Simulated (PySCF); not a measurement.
# NiI₄ (-2): ligand-field states

Wanted: ligand-field states for NiI₄ (-2).

Computed with PySCF 2.14.0 and routines of our own; the level stands in each step. Atoms count from 0.

## (1) The system as given

5 atoms, charge -2, states of the metal's open shell are computed; geometry from: model geometry, bond lengths from ionic radii.

## (2) Ligand-field states: state-averaged CASSCF in water

What the job is given:

```
{"job": {"kind": "lf", "basis": {"metal": "x2c-TZVPall", "ligand": "x2c-SVPall"}, "nevpt": true, "solvent": "water"}, "charge": -2, "metal": "Ni", "open_shell": "d8"}
Ni     0.000000     0.000000     0.000000
I      1.518431     1.518431     1.518432
I     -1.518431    -1.518431     1.518432
I     -1.518431     1.518431    -1.518432
I      1.518431    -1.518431    -1.518432
```

With the program's defaults for keys left out, this is: state-averaged CASSCF of the metal d shell, SC-NEVPT2 on the averaged canonical orbitals, state-interaction spin-orbit coupling.

Launch:

```
> OMP_NUM_THREADS=1 python lf_run.py task.json out
```

The driver reads the jobs from task.json and runs them one after another.

What it wrote:

```text
basis functions 192, electrons 242, active (8e, 5o)
stage 1: DIIS on the effective Fock matrix, level shift 0.30
cycle   1  E = -29954.7979055544  dE = -2.995e+04  max|g| = 4.570e+00
cycle   2  E = -29954.9725264041  dE = -1.746e-01  max|g| = 4.336e+00
cycle   3  E = -29950.4322479099  dE =  4.540e+00  max|g| = 6.498e+00
cycle   4  E = -29967.0093474670  dE = -1.658e+01  max|g| = 1.281e+00
cycle   5  E = -29967.2102010936  dE = -2.009e-01  max|g| = 7.446e-01
cycle   6  E = -29967.7807777854  dE = -5.706e-01  max|g| = 1.458e-01
cycle   7  E = -29967.8011502580  dE = -2.037e-02  max|g| = 9.895e-02
cycle   8  E = -29967.7630072629  dE =  3.814e-02  max|g| = 1.213e-01
cycle   9  E = -29967.7495704446  dE =  1.344e-02  max|g| = 1.313e-01
cycle  10  E = -29967.7418867901  dE =  7.684e-03  max|g| = 1.187e-01
cycle  11  E = -29967.7819472588  dE = -4.006e-02  max|g| = 9.031e-02
cycle  12  E = -29967.8381590237  dE = -5.621e-02  max|g| = 1.280e-01
cycle  13  E = -29967.7761138072  dE =  6.205e-02  max|g| = 1.431e-01
cycle  14  E = -29967.6464432861  dE =  1.297e-01  max|g| = 2.355e-01
cycle  15  E = -29967.5649915563  dE =  8.145e-02  max|g| = 2.998e-01
stage 2: quasi-Newton rotations from the point of smallest gradient
cycle  17  E = -29967.8667246952  dE = -8.478e-02  max|g| = 8.119e-02
cycle  19  E = -29967.8748358526  dE = -8.111e-03  max|g| = 3.122e-02
cycle  20  E = -29967.8774754455  dE = -2.640e-03  max|g| = 2.345e-02
cycle  21  E = -29967.8784784918  dE = -1.003e-03  max|g| = 5.074e-03
cycle  22  E = -29967.8784918279  dE = -1.334e-05  max|g| = 9.927e-04
cycle  23  E = -29967.8784923962  dE = -5.683e-07  max|g| = 1.740e-04
cycle  24  E = -29967.8784924357  dE = -3.955e-08  max|g| = 3.831e-05
cycle  25  E = -29967.8784924384  dE = -2.714e-09  max|g| = 1.120e-05
cycle  26  E = -29967.8784924386  dE = -2.256e-10  max|g| = 4.830e-06
converged average energy = -29967.8784924386

 mult deg   label        CASSCF/cm-1   NEVPT2/cm-1
   3   3   3T1                 0.0           0.0
   3   3   3T2              1259.6        2392.9
   3   1   3A2              2784.3        5253.1
   1   3   1T2             16019.8       14226.3
   1   2   1E              16603.4       15116.1
   3   3   3T1             19714.9       17511.8
   1   3   1T2             24659.0       22768.9
   1   3   1T1             25531.5       24294.0
   1   1   1A1             25844.5       24710.6
   1   2   1E              25632.1       24766.8
   1   1   1A1             60946.9       52419.2

spin-orbit levels / cm-1
      0.00  x1  3T1 1.00
    311.66  x3  3T1 0.96 3T2 0.04
    835.07  x2  3T1 0.84 3T2 0.16
   1134.62  x3  3T1 0.93 3T2 0.07
   3260.90  x3  3T2 0.85 3A2 0.08 3T1 0.07
   3261.65  x3  3T2 0.96 3T1 0.04
   3540.18  x1  3T2 1.00
   3543.03  x2  3T2 0.84 3T1 0.16
   6351.20  x3  3A2 0.92 3T2 0.08
  14975.28  x3  1T2 0.93 3T1 0.07
  15690.63  x2  1E 0.86 3T1 0.13
  18310.48  x3  3T1 0.93 1T2 0.07
  18455.08  x2  3T1 0.87 1E 0.13
  18694.06  x3  3T1 1.00
  18930.79  x1  3T1 1.00
  23672.70  x3  1T2 1.00
  25188.84  x3  1T1 1.00
  25603.42  x1  1A1 1.00
  25668.67  x2  1E 1.00
  53364.97  x1  1A1 1.00
```

Run time: 54 s. Hardware: 1 thread of Arm Neoverse V2, shared host; peak memory 0.64 GiB.

From this job:

| quantity | value |
| --- | --- |
| spin-orbit constant ζ | 608 cm⁻¹ |

Powder susceptibility:

| T (K) | χT (cm³ K/mol) | μ(eff) |
| --- | --- | --- |
| 2 | 0.031 | 0.50 |
| 5 | 0.078 | 0.79 |
| 10 | 0.156 | 1.12 |
| 20 | 0.311 | 1.58 |
| 30 | 0.467 | 1.93 |
| 50 | 0.778 | 2.50 |
| 75 | 1.160 | 3.04 |
| 100 | 1.506 | 3.47 |
| 150 | 2.022 | 4.02 |
| 200 | 2.328 | 4.31 |
| 250 | 2.510 | 4.48 |
| 300 | 2.624 | 4.58 |

Orbitals, density, ELF and potential are computed afterwards from the orbital file.

The spin density lies nearest to Ni0 97 %.

## (3) Ligand-field states: state-averaged CASSCF (bond length × 0.92) in water

What the job is given:

```
{"job": {"kind": "lf", "basis": {"metal": "x2c-TZVPall", "ligand": "x2c-SVPall"}, "nevpt": true, "solvent": "water", "reuse": true}, "charge": -2, "metal": "Ni", "open_shell": "d8"}
Ni     0.000000     0.000000     0.000000
I      1.396957     1.396957     1.396957
I     -1.396957    -1.396957     1.396957
I     -1.396957     1.396957    -1.396957
I      1.396957    -1.396957    -1.396957
```

Level: state-averaged CASSCF of the metal d shell, SC-NEVPT2 on the averaged canonical orbitals, state-interaction spin-orbit coupling.

What it wrote:

```text
basis functions 192, electrons 242, active (8e, 5o)
start from the orbitals of the previous structure
stage 1: DIIS on the effective Fock matrix, level shift 0.30
cycle   1  E = -29962.4996210402  dE = -2.996e+04  max|g| = 7.021e+00
cycle   2  E = -29967.5578622236  dE = -5.058e+00  max|g| = 4.071e-01
cycle   3  E = -29967.1294479144  dE =  4.284e-01  max|g| = 5.955e-01
cycle   4  E = -29967.6997659760  dE = -5.703e-01  max|g| = 1.966e-01
cycle   5  E = -29967.7552496523  dE = -5.548e-02  max|g| = 3.130e-01
cycle   6  E = -29967.7665986982  dE = -1.135e-02  max|g| = 2.541e-01
cycle   7  E = -29967.7686935284  dE = -2.095e-03  max|g| = 6.306e-02
cycle   8  E = -29967.7308191357  dE =  3.787e-02  max|g| = 1.136e-01
cycle   9  E = -29967.6311025775  dE =  9.972e-02  max|g| = 2.026e-01
cycle  10  E = -29967.4832278823  dE =  1.479e-01  max|g| = 3.484e-01
cycle  11  E = -29967.3330998053  dE =  1.501e-01  max|g| = 4.794e-01
cycle  12  E = -29966.8853090460  dE =  4.478e-01  max|g| = 9.948e-01
cycle  13  E = -29966.6713396670  dE =  2.140e-01  max|g| = 1.214e+00
cycle  14  E = -29966.6433440289  dE =  2.800e-02  max|g| = 1.220e+00
cycle  15  E = -29966.7285778791  dE = -8.523e-02  max|g| = 1.101e+00
stage 2: quasi-Newton rotations from the point of smallest gradient
cycle  17  E = -29967.8020501087  dE = -3.336e-02  max|g| = 1.390e-01
cycle  18  E = -29967.8021162863  dE = -6.618e-05  max|g| = 1.547e-01
cycle  19  E = -29967.8140787260  dE = -1.196e-02  max|g| = 1.102e-02
cycle  20  E = -29967.8143092514  dE = -2.305e-04  max|g| = 4.648e-03
cycle  21  E = -29967.8143207399  dE = -1.149e-05  max|g| = 1.004e-03
cycle  22  E = -29967.8143221640  dE = -1.424e-06  max|g| = 2.802e-04
cycle  23  E = -29967.8143222828  dE = -1.188e-07  max|g| = 1.096e-04
cycle  24  E = -29967.8143222909  dE = -8.073e-09  max|g| = 1.629e-05
cycle  25  E = -29967.8143222913  dE = -4.184e-10  max|g| = 4.781e-06
converged average energy = -29967.8143222913

 mult deg   label        CASSCF/cm-1   NEVPT2/cm-1
   3   3   3T1                 0.0           0.0
   3   3   3T2              2007.0        4009.0
   3   1   3A2              4439.8        8727.3
   1   3   1T2             15746.7       14108.0
   1   2   1E              16343.9       14839.2
   3   3   3T1             19640.3       18021.6
   1   3   1T2             24173.2       22661.3
   1   3   1T1             25464.1       24923.9
   1   1   1A1             25873.4       25241.6
   1   2   1E              26033.3       26688.4
   1   1   1A1             59742.3       51424.9

spin-orbit levels / cm-1
      0.00  x1  3T1 1.00
    315.46  x3  3T1 0.98
    897.25  x2  3T1 0.94 3T2 0.06
   1067.91  x3  3T1 0.98
   4753.73  x3  3T2 0.98
   4777.18  x3  3T2 0.94 3A2 0.03
   4888.91  x2  3T2 0.94 3T1 0.06
   5007.53  x1  3T2 1.00
   9606.89  x3  3A2 0.96
  14843.18  x3  1T2 0.95 3T1 0.04
  15398.96  x2  1E 0.92 3T1 0.08
  18672.88  x3  3T1 0.96 1T2 0.04
  18792.03  x2  3T1 0.92 1E 0.08
  19084.08  x3  3T1 1.00
  19303.34  x1  3T1 1.00
  23473.42  x3  1T2 1.00
  25718.42  x3  1T1 1.00
  26032.80  x1  1A1 1.00
  27496.78  x2  1E 1.00
  52269.13  x1  1A1 1.00
```

Wall time 48 s (1 thread of Arm Neoverse V2, shared host); peak memory 0.62 GiB.

In short:

| quantity | value |
| --- | --- |
| spin-orbit constant ζ | 573 cm⁻¹ |

Powder susceptibility:

| T (K) | χT (cm³ K/mol) | μ(eff) |
| --- | --- | --- |
| 2 | 0.028 | 0.47 |
| 20 | 0.279 | 1.49 |
| 100 | 1.351 | 3.29 |
| 300 | 2.323 | 4.31 |

## (4) Ligand-field states: state-averaged CASSCF (bond length × 0.96) in water

What the job is given:

```
{"job": {"kind": "lf", "basis": {"metal": "x2c-TZVPall", "ligand": "x2c-SVPall"}, "nevpt": true, "solvent": "water", "reuse": true}, "charge": -2, "metal": "Ni", "open_shell": "d8"}
Ni     0.000000     0.000000     0.000000
I      1.457694     1.457694     1.457694
I     -1.457694    -1.457694     1.457694
I     -1.457694     1.457694    -1.457694
I      1.457694    -1.457694    -1.457694
```

With the program's defaults for keys left out, this is: state-averaged CASSCF of the metal d shell, SC-NEVPT2 on the averaged canonical orbitals, state-interaction spin-orbit coupling.

What it wrote:

```text
basis functions 192, electrons 242, active (8e, 5o)
start from the orbitals of the previous structure
stage 1: DIIS on the effective Fock matrix, level shift 0.30
cycle   1  E = -29965.9962460208  dE = -2.997e+04  max|g| = 4.321e+00
cycle   2  E = -29967.7371748063  dE = -1.741e+00  max|g| = 3.123e-01
cycle   3  E = -29967.3613654784  dE =  3.758e-01  max|g| = 4.366e-01
cycle   4  E = -29967.6158576128  dE = -2.545e-01  max|g| = 1.805e-01
cycle   5  E = -29967.8154340712  dE = -1.996e-01  max|g| = 1.643e-01
cycle   6  E = -29967.8287228258  dE = -1.329e-02  max|g| = 1.795e-01
cycle   7  E = -29967.8328565469  dE = -4.134e-03  max|g| = 1.299e-01
cycle   8  E = -29967.8455140394  dE = -1.266e-02  max|g| = 1.248e-01
cycle   9  E = -29967.8106505477  dE =  3.486e-02  max|g| = 6.797e-02
cycle  10  E = -29967.8019099319  dE =  8.741e-03  max|g| = 8.644e-02
cycle  11  E = -29967.8439949905  dE = -4.209e-02  max|g| = 4.724e-02
cycle  12  E = -29967.7382714096  dE =  1.057e-01  max|g| = 1.645e-01
cycle  13  E = -29967.5499649868  dE =  1.883e-01  max|g| = 3.237e-01
cycle  14  E = -29967.2393361655  dE =  3.106e-01  max|g| = 5.777e-01
cycle  15  E = -29967.1863538421  dE =  5.298e-02  max|g| = 6.111e-01
stage 2: quasi-Newton rotations from the point of smallest gradient
cycle  17  E = -29967.8562850593  dE = -1.229e-02  max|g| = 4.068e-02
cycle  18  E = -29967.8565657278  dE = -2.807e-04  max|g| = 2.537e-02
cycle  19  E = -29967.8568268408  dE = -2.611e-04  max|g| = 1.585e-03
cycle  20  E = -29967.8568298538  dE = -3.013e-06  max|g| = 4.815e-04
cycle  21  E = -29967.8568302464  dE = -3.926e-07  max|g| = 1.170e-04
cycle  22  E = -29967.8568302674  dE = -2.099e-08  max|g| = 2.200e-05
cycle  23  E = -29967.8568302693  dE = -1.939e-09  max|g| = 6.335e-06
converged average energy = -29967.8568302693

 mult deg   label        CASSCF/cm-1   NEVPT2/cm-1
   3   3   3T1                 0.0           0.0
   3   3   3T2              1578.5        3058.4
   3   1   3A2              3488.1        6690.8
   1   3   1T2             15916.3       14196.4
   1   2   1E              16532.8       15071.1
   3   3   3T1             19688.1       17702.9
   1   3   1T2             24451.1       22687.7
   1   3   1T1             25511.4       24544.8
   1   1   1A1             25876.5       24959.4
   1   2   1E              25772.7       25476.9
   1   1   1A1             60436.1       51940.0

spin-orbit levels / cm-1
      0.00  x1  3T1 1.00
    318.89  x3  3T1 0.97
    883.72  x2  3T1 0.89 3T2 0.10
   1118.51  x3  3T1 0.96 3T2 0.04
   3870.31  x3  3T2 0.97
   3886.46  x3  3T2 0.91 3A2 0.05 3T1 0.04
   4074.45  x2  3T2 0.89 3T1 0.10
   4144.12  x1  3T2 1.00
   7687.92  x3  3A2 0.94 3T2 0.05
  14939.57  x3  1T2 0.94 3T1 0.05
  15634.54  x2  1E 0.88 3T1 0.11
  18438.80  x3  3T1 0.95 1T2 0.05
  18579.14  x2  3T1 0.89 1E 0.11
  18835.75  x3  3T1 1.00
  19065.37  x1  3T1 1.00
  23553.46  x3  1T2 1.00
  25398.17  x3  1T1 1.00
  25810.08  x1  1A1 1.00
  26340.22  x2  1E 1.00
  52843.81  x1  1A1 1.00
```

Run time: 45 s. Hardware: 1 thread of Arm Neoverse V2, shared host; peak memory 0.65 GiB.

Key values:

| quantity | value |
| --- | --- |
| spin-orbit constant ζ | 593 cm⁻¹ |

Powder susceptibility:

| T (K) | χT (cm³ K/mol) | μ(eff) |
| --- | --- | --- |
| 2 | 0.029 | 0.48 |
| 20 | 0.291 | 1.53 |
| 100 | 1.413 | 3.36 |
| 300 | 2.473 | 4.45 |

## (5) Ligand-field states: state-averaged CASSCF (bond length × 1.04) in water

What the job is given:

```
{"job": {"kind": "lf", "basis": {"metal": "x2c-TZVPall", "ligand": "x2c-SVPall"}, "nevpt": true, "solvent": "water", "reuse": true}, "charge": -2, "metal": "Ni", "open_shell": "d8"}
Ni     0.000000     0.000000     0.000000
I      1.579168     1.579168     1.579169
I     -1.579168    -1.579168     1.579169
I     -1.579168     1.579168    -1.579169
I      1.579168    -1.579168    -1.579169
```

With the program's defaults for keys left out, this is: state-averaged CASSCF of the metal d shell, SC-NEVPT2 on the averaged canonical orbitals, state-interaction spin-orbit coupling.

What it wrote:

```text
basis functions 192, electrons 242, active (8e, 5o)
start from the orbitals of the previous structure
stage 1: DIIS on the effective Fock matrix, level shift 0.30
cycle   1  E = -29964.2215218810  dE = -2.996e+04  max|g| = 5.485e+00
cycle   2  E = -29967.4028816902  dE = -3.181e+00  max|g| = 4.609e-01
cycle   3  E = -29967.6590313806  dE = -2.561e-01  max|g| = 7.871e-01
cycle   4  E = -29967.8207160476  dE = -1.617e-01  max|g| = 7.111e-02
cycle   5  E = -29967.8338899838  dE = -1.317e-02  max|g| = 1.268e-01
cycle   6  E = -29967.8487700539  dE = -1.488e-02  max|g| = 7.003e-02
cycle   7  E = -29967.6904201893  dE =  1.583e-01  max|g| = 2.269e-01
cycle   8  E = -29967.4116903543  dE =  2.787e-01  max|g| = 5.506e-01
cycle   9  E = -29967.1489979500  dE =  2.627e-01  max|g| = 8.319e-01
cycle  10  E = -29966.9771173862  dE =  1.719e-01  max|g| = 9.939e-01
cycle  11  E = -29966.9006358579  dE =  7.648e-02  max|g| = 1.067e+00
cycle  12  E = -29966.8889241879  dE =  1.171e-02  max|g| = 1.078e+00
cycle  13  E = -29966.8864761937  dE =  2.448e-03  max|g| = 1.085e+00
cycle  14  E = -29966.8782751550  dE =  8.201e-03  max|g| = 1.087e+00
cycle  15  E = -29966.9634054370  dE = -8.513e-02  max|g| = 1.020e+00
stage 2: quasi-Newton rotations from the point of smallest gradient
cycle  17  E = -29967.8831722997  dE = -3.440e-02  max|g| = 9.305e-02
cycle  18  E = -29967.8854256373  dE = -2.253e-03  max|g| = 4.755e-02
cycle  19  E = -29967.8859238273  dE = -4.982e-04  max|g| = 2.400e-03
cycle  20  E = -29967.8859337589  dE = -9.932e-06  max|g| = 4.031e-04
cycle  21  E = -29967.8859349561  dE = -1.197e-06  max|g| = 2.150e-04
cycle  22  E = -29967.8859350885  dE = -1.324e-07  max|g| = 4.582e-05
cycle  23  E = -29967.8859350922  dE = -3.791e-09  max|g| = 1.455e-05
cycle  24  E = -29967.8859350925  dE = -2.983e-10  max|g| = 1.799e-06
converged average energy = -29967.8859350925

 mult deg   label        CASSCF/cm-1   NEVPT2/cm-1
   3   3   3T1                 0.0           0.0
   3   3   3T2              1017.7        1910.5
   3   1   3A2              2252.1        4205.4
   1   3   1T2             16086.2       14231.7
   1   2   1E              16615.4       15074.1
   3   3   3T1             19729.8       17392.1
   1   3   1T2             24816.8       22860.8
   1   3   1T1             25538.1       24121.7
   1   2   1E              25556.1       24342.6
   1   1   1A1             25802.1       24504.8
   1   1   1A1             61329.5       52828.6

spin-orbit levels / cm-1
      0.00  x1  3T1 1.00
    297.53  x3  3T1 0.94 3T2 0.06
    766.39  x2  3T1 0.77 3T2 0.23
   1123.46  x3  3T1 0.88 3T2 0.12
   2809.23  x3  3T2 0.77 3T1 0.12 3A2 0.11
   2829.39  x3  3T2 0.94 3T1 0.06
   3102.49  x1  3T2 1.00
   3190.74  x2  3T2 0.77 3T1 0.22
   5396.63  x3  3A2 0.88 3T2 0.11
  14984.94  x3  1T2 0.92 3T1 0.07
  15667.46  x2  1E 0.85 3T1 0.14
  18236.96  x3  3T1 0.93 1T2 0.07
  18373.49  x2  3T1 0.86 1E 0.14
  18609.99  x3  3T1 1.00
  18851.80  x1  3T1 1.00
  23792.36  x3  1T2 1.00
  25046.60  x3  1T1 1.00
  25272.45  x2  1E 1.00
  25428.10  x1  1A1 1.00
  53804.78  x1  1A1 1.00
```

Run time: 46 s. Hardware: 1 thread of Arm Neoverse V2, shared host; peak memory 0.65 GiB.

From this job:

| quantity | value |
| --- | --- |
| spin-orbit constant ζ | 618 cm⁻¹ |

Powder susceptibility:

| T (K) | χT (cm³ K/mol) | μ(eff) |
| --- | --- | --- |
| 2 | 0.034 | 0.52 |
| 20 | 0.338 | 1.64 |
| 100 | 1.624 | 3.60 |
| 300 | 2.777 | 4.71 |

## (6) Ligand-field states: state-averaged CASSCF (bond length × 1.08) in water

What the job is given:

```
{"job": {"kind": "lf", "basis": {"metal": "x2c-TZVPall", "ligand": "x2c-SVPall"}, "nevpt": true, "solvent": "water", "reuse": true}, "charge": -2, "metal": "Ni", "open_shell": "d8"}
Ni     0.000000     0.000000     0.000000
I      1.639905     1.639905     1.639906
I     -1.639905    -1.639905     1.639906
I     -1.639905     1.639905    -1.639906
I      1.639905    -1.639905    -1.639906
```

Level: state-averaged CASSCF of the metal d shell, SC-NEVPT2 on the averaged canonical orbitals, state-interaction spin-orbit coupling.

What it wrote:

```text
basis functions 192, electrons 242, active (8e, 5o)
start from the orbitals of the previous structure
stage 1: DIIS on the effective Fock matrix, level shift 0.30
cycle   1  E = -29967.2728137902  dE = -2.997e+04  max|g| = 2.801e+00
cycle   2  E = -29967.7653560324  dE = -4.925e-01  max|g| = 1.805e-01
cycle   3  E = -29967.8196666711  dE = -5.431e-02  max|g| = 3.791e-01
cycle   4  E = -29967.7721129798  dE =  4.755e-02  max|g| = 1.232e-01
cycle   5  E = -29967.8723822728  dE = -1.003e-01  max|g| = 9.306e-02
cycle   6  E = -29967.8181666000  dE =  5.422e-02  max|g| = 7.316e-02
cycle   7  E = -29967.5929558715  dE =  2.252e-01  max|g| = 3.040e-01
cycle   8  E = -29967.2424811732  dE =  3.505e-01  max|g| = 6.042e-01
cycle   9  E = -29966.7788789070  dE =  4.636e-01  max|g| = 1.035e+00
cycle  10  E = -29966.5902859960  dE =  1.886e-01  max|g| = 1.239e+00
cycle  11  E = -29966.6316839858  dE = -4.140e-02  max|g| = 1.226e+00
cycle  12  E = -29966.7123149416  dE = -8.063e-02  max|g| = 1.164e+00
cycle  13  E = -29966.7892386283  dE = -7.692e-02  max|g| = 1.096e+00
cycle  14  E = -29966.8509646997  dE = -6.173e-02  max|g| = 1.046e+00
cycle  15  E = -29966.9674397203  dE = -1.165e-01  max|g| = 9.499e-01
stage 2: quasi-Newton rotations from the point of smallest gradient
cycle  17  E = -29967.8683328203  dE = -5.017e-02  max|g| = 1.690e-01
cycle  18  E = -29967.8711353409  dE = -2.803e-03  max|g| = 1.495e-01
cycle  19  E = -29967.8829130670  dE = -1.178e-02  max|g| = 2.114e-02
cycle  20  E = -29967.8832021217  dE = -2.891e-04  max|g| = 6.334e-03
cycle  21  E = -29967.8832155281  dE = -1.341e-05  max|g| = 1.125e-03
cycle  22  E = -29967.8832168656  dE = -1.338e-06  max|g| = 2.925e-04
cycle  23  E = -29967.8832169588  dE = -9.314e-08  max|g| = 6.755e-05
cycle  24  E = -29967.8832169704  dE = -1.167e-08  max|g| = 3.583e-05
cycle  25  E = -29967.8832169712  dE = -7.822e-10  max|g| = 1.055e-05
cycle  26  E = -29967.8832169713  dE = -8.367e-11  max|g| = 2.279e-06
converged average energy = -29967.8832169713

 mult deg   label        CASSCF/cm-1   NEVPT2/cm-1
   3   3   3T1                 0.0           0.0
   3   3   3T2               828.5        1547.9
   3   1   3A2              1836.1        3414.8
   1   3   1T2             16129.7       14225.1
   1   2   1E              16597.9       14993.2
   3   3   3T1             19736.1       17312.3
   1   3   1T2             24937.5       22946.0
   1   3   1T1             25536.1       23995.6
   1   2   1E              25512.6       24077.8
   1   1   1A1             25757.1       24335.3
   1   1   1A1             61619.9       53166.1

spin-orbit levels / cm-1
      0.00  x1  3T1 1.00
    278.92  x3  3T1 0.92 3T2 0.08
    688.53  x2  3T1 0.71 3T2 0.29
   1088.63  x3  3T1 0.80 3T2 0.18
   2475.50  x3  3T2 0.66 3T1 0.19 3A2 0.15
   2511.99  x3  3T2 0.92 3T1 0.08
   2772.86  x1  3T2 1.00
   2951.09  x2  3T2 0.71 3T1 0.29
   4694.95  x3  3A2 0.84 3T2 0.16
  14981.92  x3  1T2 0.91 3T1 0.08
  15608.88  x2  1E 0.85 3T1 0.14
  18191.37  x3  3T1 0.92 1T2 0.08
  18313.71  x2  3T1 0.86 1E 0.14
  18556.54  x3  3T1 1.00
  18802.10  x1  3T1 1.00
  23898.33  x3  1T2 1.00
  24942.85  x3  1T1 1.00
  25028.51  x2  1E 1.00
  25281.34  x1  1A1 1.00
  54164.87  x1  1A1 1.00
```

Run time: 48 s. Hardware: 1 thread of Arm Neoverse V2, shared host; peak memory 0.65 GiB.

From this job:

| quantity | value |
| --- | --- |
| spin-orbit constant ζ | 627 cm⁻¹ |

Powder susceptibility:

| T (K) | χT (cm³ K/mol) | μ(eff) |
| --- | --- | --- |
| 2 | 0.037 | 0.54 |
| 20 | 0.370 | 1.72 |
| 100 | 1.761 | 3.75 |
| 300 | 2.927 | 4.84 |

## (7) Ligand field across the series

From the NEVPT2 states (cm⁻¹; the spread is that of the fitted one-electron ligand-field levels):

| step | setting | ground state | next state | orbital spread | Racah B | ζ | μ(eff), 300 K |
| --- | --- | --- | --- | --- | --- | --- | --- |
| 2 | as given | 3T1 | 3T2 at 2393 | 2503 | 1049 | 608 | 4.58 |
| 3 | bond length × 0.92 | 3T1 | 3T2 at 4009 | 4154 | 1001 | 573 | 4.31 |
| 4 | bond length × 0.96 | 3T1 | 3T2 at 3058 | 3186 | 1028 | 593 | 4.45 |
| 5 | bond length × 1.04 | 3T1 | 3T2 at 1910 | 2004 | 1065 | 618 | 4.71 |
| 6 | bond length × 1.08 | 3T1 | 3T2 at 1548 | 1627 | 1078 | 627 | 4.84 |

## (8) Outcome

| quantity | value |
| --- | --- |
| spin-orbit constant ζ (step 2, state-averaged CASSCF in water) | 608 cm⁻¹ |
| ground multiplicity, μ(eff) at 300 K (step 2, 4 donors at 2.63 Å) | 3, 4.58 μB |
| ground multiplicity, μ(eff) at 300 K (step 3, 4 donors at 2.42 Å) | 3, 4.31 μB |
| ground multiplicity, μ(eff) at 300 K (step 4, 4 donors at 2.52 Å) | 3, 4.45 μB |
| ground multiplicity, μ(eff) at 300 K (step 5, 4 donors at 2.74 Å) | 3, 4.71 μB |
| ground multiplicity, μ(eff) at 300 K (step 6, 4 donors at 2.84 Å) | 3, 4.84 μB |

In words: In step 2, χT goes from 0.03 at 2 K to 2.62 cm³ K/mol at 300 K, as higher levels fill or mix in. The spread of the ligand-field levels runs from 1627 cm⁻¹ (bond length × 1.08) to 4154 cm⁻¹ (bond length × 0.92); μ(eff) at 300 K: 4.31 to 4.84 μB.
